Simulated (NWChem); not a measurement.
**SiH3I (SMILES [SiH3]I): M06-2X/def2-TZVPD (core potential)**

Aim: the vertical ionisation energy of SiH3I at M06-2X/def2-TZVPD (core potential), from 2 runs. 

The calculation is run with NWChem 7.3.0.

5 further runs of the same task are left out: 5 set aside as unsound or not needed.

### 1 Starting point

The species is SiH3I (5 atoms), meant as a singlet with charge 0. As SMILES, `[SiH3]I`. Geometry: relaxed at PBE0-D4/def2-TZVP.

Bond lengths: Si1–I2 2.439 Å, Si1–H3 1.481 Å, Si1–H4 1.481 Å, Si1–H5 1.481 Å. Angles: I2–Si1–H3 108.5°, I2–Si1–H4 108.5°, I2–Si1–H5 108.4°, H3–Si1–H4 110.5°, H3–Si1–H5 110.5°, H4–Si1–H5 110.5°.

### 2 The energy at M06-2X/def2-TZVPD (core potential)

Input file job.xyz:

```xyz
5

Si    -0.165600     0.069300    -0.077300
I      1.907700    -0.923300     0.737800
H     -1.144400     0.089000     1.033900
H     -0.671300    -0.755700    -1.198400
H      0.123500     1.447000    -0.537300
```

Input file job.nw:

```
start job
memory total 2200 mb
charge 0
geometry units angstrom noautosym nocenter noautoz
load format xyz job.xyz
end
basis "ao basis" spherical bse
* library def2-TZVPD
end
ecp bse
I library def2-TZVPD
end
dft
xc m06-2x
grid fine
convergence energy 1e-08
maxiter 100
mulliken
print low
end
task dft energy
```

On the command line:

```
$ nwchem job.nw > job.out
```

The log of the run:

```text
[...]
 d= 0,ls=0.0,diis     1   -588.9104790744 -6.93D+02  4.68D-03  3.20D-01     5.9
[...]
 d= 0,ls=0.0,diis     8   -588.9370147100 -3.94D-09  8.78D-07  2.97D-08    36.9
         Total DFT energy =     -588.937014710029
      One electron energy =    -1128.053231505033
           Coulomb energy =      479.390838629380
    Exchange-Corr. energy =      -44.165897125664
 Nuclear repulsion energy =      103.891275291287
[...]
      Total Density - Mulliken Population Analysis
     ---------------------------------------------
    Atom       Charge   Shell Charges
 -----------   ------   -------------------------------------------------------
    1 Si  14    13.81   2.00  0.56  1.40  0.90  0.47 -0.01  4.14  1.68  0.59  1.43  0.31  0.11  0.18  0.02  0.02
    2 I   25    25.13   0.19 -0.77  1.59  1.00  1.13  0.83  0.01 -0.49  6.43  1.40  2.90  0.87  0.00  9.19  0.80  0.04 -0.01  0.00  0.01
    3 H    1     1.02   0.25  0.53  0.23  0.01  0.01
    4 H    1     1.02   0.25  0.53  0.23  0.01  0.01
    5 H    1     1.02   0.25  0.53  0.23  0.01  0.01
[...]
```

It took 38 s on 1 thread of AMD EPYC 7B13 (Zen 3), shared host; peak memory 0.13 GiB.

### 3 The doublet cation at the same level

Input file m1.nw:

```
start m1
title "H3ISi M06-2X"
memory 2200 mb
charge 1

geometry noautosym nocenter noautoz
  Si    -0.165600     0.069300    -0.077300
  I      1.907700    -0.923300     0.737800
  H     -1.144400     0.089000     1.033900
  H     -0.671300    -0.755700    -1.198400
  H      0.123500     1.447000    -0.537300
end

basis spherical bse
  * library def2-TZVPD
end

ecp bse
  I library def2-TZVPD
end

dft
  xc m06-2x
  mult 2
  grid fine
  convergence energy 1e-08
  iterations 100
  mulliken
  print low
end

task dft energy
```

On the command line:

```
$ nwchem m1.nw > m1.out
```

The log of the run:

```text
[...]
 d= 0,ls=0.0,diis     1   -588.4280829820 -6.92D+02  6.04D-03  5.08D-01     7.5
[...]
 d= 0,ls=0.0,diis    12   -588.5754364165 -2.24D-09  1.79D-07  3.84D-10    72.5
[...]
         Total DFT energy =     -588.575436416473
      One electron energy =    -1117.278911680029
           Coulomb energy =      468.711182574463
    Exchange-Corr. energy =      -43.898982602194
 Nuclear repulsion energy =      103.891275291287
[...]
      Total Density - Mulliken Population Analysis
     ---------------------------------------------
    Atom       Charge   Shell Charges
 -----------   ------   -------------------------------------------------------
    1 Si  14    13.82   2.00  0.57  1.40  0.93  0.54 -0.01  4.14  1.68  0.59  1.46  0.25  0.10  0.14 -0.00  0.02
    2 I   25    24.39   0.19 -0.78  1.60  1.00  1.22  0.77 -0.01 -0.49  6.42  1.37  2.63  0.45 -0.01  9.20  0.80  0.05 -0.02  0.00  0.01
    3 H    1     0.93   0.24  0.51  0.17  0.01  0.00
    4 H    1     0.93   0.24  0.51  0.17  0.01 -0.00
    5 H    1     0.93   0.24  0.51  0.17  0.01  0.00
[...]
      <S2> =      0.7565 (Exact =     0.7500)
[...]
```

Wall time 73 s (1 thread of AMD EPYC 7B13 (Zen 3), shared host); peak memory 0.13 GiB.

### 4 Summary of results

Level: M06-2X/def2-TZVPD (core potential).

```
                                          quantity          value
                       singlet SiH3I: total energy  -588.93701 Eh
                      doublet cation: total energy  -588.57544 Eh
                              doublet cation: ⟨S²⟩          0.756
vertical ionisation energy (to the doublet cation)       9.839 eV
```

The vertical ionisation energy comes to 9.84 eV (949 kJ/mol). Mulliken charges (singlet SiH3I) run from -0.13 on I2 to +0.19 on Si1; in a basis this large or diffuse they mean little. Mulliken charges (doublet cation) run from +0.07 on H3 to +0.61 on I2; in a basis this large or diffuse they mean little.
